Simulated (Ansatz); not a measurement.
# AsH5OSi + SiH4: a complex and its separated parts

The complex below is one end of an elementary step. How strongly is it bound against its free parts?

Method: PBE0-D4/def2-TZVP structures, single points in def2-TZVPP, no counterpoise correction; program: Ansatz 0.2.0, Gaussian basis.

Levels: SPW92, PBE-D4, BLYP-D4, r2SCAN-D4, B97M-V, PBE0-D4, B3LYP-D4, r2SCAN0-D4, BHLYP-D4, CAM-B3LYP-D4, wB97X-V, wB97M-V, B2PLYP, PBE-QIDH, RPA on PBE, Hartree-Fock, MP2, CCSD, CCSD(T).

Correlated methods freeze the cores. Filled d shells of the heavier atoms are correlated. B3LYP uses VWN-RPA correlation. B2PLYP carries no dispersion term here.

94 further runs of the same task are left out: 94 set aside as unsound or not needed. Runs told in other sessions of the task aren't counted.

**1. Starting geometry**

The complex: 13 atoms, charge 0, spin multiplicity 1.

Atoms are counted from 1 here; the program's logs count them from 0.

Bond lengths: Si1–H3 1.490 Å, Si1–H4 1.489 Å, Si1–O5 1.651 Å, Si1–As7 2.354 Å, Si2–H6 1.485 Å, Si2–H8 1.486 Å, Si2–H9 1.485 Å, Si2–H10 1.484 Å, O5–H11 0.958 Å, As7–H12 1.522 Å, As7–H13 1.524 Å. Angles: H3–Si1–H4 107.7°, H3–Si1–O5 111.7°, H3–Si1–As7 108.0°, H4–Si1–O5 110.5°, H4–Si1–As7 113.8°, O5–Si1–As7 105.1°, H6–Si2–H8 109.4°, H6–Si2–H9 109.5°, H6–Si2–H10 109.6°, H8–Si2–H9 109.3°, H8–Si2–H10 109.4°, H9–Si2–H10 109.5°, Si1–O5–H11 117.7°, Si1–As7–H12 92.7°, Si1–As7–H13 90.6°, H12–As7–H13 92.3°.

Geometry (Å):

```
Si   -0.4123    1.6455    0.8770
Si    0.2284   -2.5167   -0.5939
H    -1.8551    1.9034    1.1477
H    -0.0514    0.3567    1.5299
O     0.5422    2.8676    1.4431
H     0.2463   -2.2785   -2.0593
As   -0.0958    1.6506   -1.4555
H     0.3536   -3.9733   -0.3298
H    -1.0518   -2.0225   -0.0266
H     1.3625   -1.8000    0.0413
H     0.6344    2.9564    2.3929
H     1.1311    0.7540   -1.3645
H    -1.0321    0.4568   -1.6022
```

Its parts: AsH5OSi holds atoms 1, 3, 4, 5, 7, 11, 12, 13; SiH4 holds atoms 2, 6, 8, 9, 10. Each part counts its atoms afresh in its own runs.

**2. Relaxing AsH5OSi alone**

File relax-a/in.yaml:

```yaml
crystal:
  periodic: [false, false, false]
  atoms:
    - {symbol: Si, position_ang: [-0.412300, 1.645507, 0.877039]}
    - {symbol: H, position_ang: [-1.855139, 1.903432, 1.147726]}
    - {symbol: H, position_ang: [-0.051383, 0.356651, 1.529852]}
    - {symbol: O, position_ang: [0.542154, 2.867612, 1.443145]}
    - {symbol: As, position_ang: [-0.095799, 1.650603, -1.455548]}
    - {symbol: H, position_ang: [0.634380, 2.956389, 2.392855]}
    - {symbol: H, position_ang: [1.131075, 0.754018, -1.364515]}
    - {symbol: H, position_ang: [-1.032140, 0.456832, -1.602233]}
basis:
  gaussian: {orbitals: def2-TZVP}
hamiltonian: {xc: pbe0, dispersion: d4}
relax: {f_tol: 0.005, max_steps: 200}
```

The run is started by

```console
$ ansatz run in.yaml --threads 8 --pin off --events-out ev --progress --plain --max-ram 19148MiB
```

Further steps of the session: Relaxing SiH4 alone; SPW92/def2-TZVPP; PBE-D4/def2-TZVPP; BLYP-D4/def2-TZVPP; r2SCAN-D4/def2-TZVPP; B97M-V/def2-TZVPP; PBE0-D4/def2-TZVPP; B3LYP-D4/def2-TZVPP; r2SCAN0-D4/def2-TZVPP; BHLYP-D4/def2-TZVPP; CAM-B3LYP-D4/def2-TZVPP; wB97X-V/def2-TZVPP; wB97M-V/def2-TZVPP; B2PLYP/def2-TZVPP; PBE-QIDH/def2-TZVPP; RPA on PBE/def2-TZVPP; CCSD(T)/def2-TZVPP; Vibrations of AsH5OSi; Vibrations of SiH4.

**Question.** What will these runs give? Wanted: complex less parts, CCSD(T)/def2-TZVPP; with zero-point energy; largest T1 diagnostic.

**Answer**, as computed:

```
                              quantity        value
complex less parts, CCSD(T)/def2-TZVPP  -5.3 kJ/mol
                with zero-point energy  -2.8 kJ/mol
                 largest T1 diagnostic        0.011
```

What this shows: At CCSD(T) the complex lies 5.3 kJ/mol below its parts. The functionals run from r2SCAN-D4, off by -0.3 kJ/mol, to SPW92, off by -5.5 kJ/mol, against CCSD(T). By rung, the mean size of the error is: LDA 5.5, GGA 2.4, meta-GGA 0.6, hybrid 2.0, range-separated hybrid 1.2, double hybrid 3.8 kJ/mol. The double hybrids carry no dispersion term here, unlike the levels marked D4 or V. PBE-D4 gives a relative energy 3.1 kJ/mol too low, an error of 58 % of the reference. No counterpoise was applied, and triple zeta lacks some correlation, so the CCSD(T) reference has a basis error of its own, and close matches with it are partly luck.
